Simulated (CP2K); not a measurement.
The system is NbSi.

```
Nb Si
1.0
     3.15644    0.00000    0.00000
     0.00000    3.15644    0.00000
     0.00000    0.00000    3.15644
Nb Si
1 1
Cartesian
  0.0000 0.0000 0.0000
  1.5782 1.5782 1.5782
```

The cell was built by a generator and needn't be a form met in nature.

Base run:

| Property | Result |
| --- | --- |
| Program | CP2K 2026.2 |
| Functional | PBE |
| Potentials or basis | POTENTIAL_UZH Nb GTH-PBE-q13, Si GTH-PBE-q4; TZVP-MOLOPT-PBE-GTH basis |
| Density cutoff | 9184 eV |
| k mesh | 8 × 8 × 8 |
| Occupations | fermi-dirac, width 0.05 eV |
| Spin | no spin polarisation |

Its results: band gap on the k mesh none (metal or under the smearing width); pressure 0.5 GPa.

The run is repeated on the same cell with these changes: functional from PBE to LDA. What comes out?

Band gap on the k mesh none (metal or under the smearing width); pressure -4.8 GPa.

LDA binds more tightly than PBE, so the same cell stands under less pressure.

Caveats: the basis of atomic orbitals isn't converged, which shifts pressures, moduli and gaps; the potentials were made for another functional, which shifts forces and pressure (some runs).
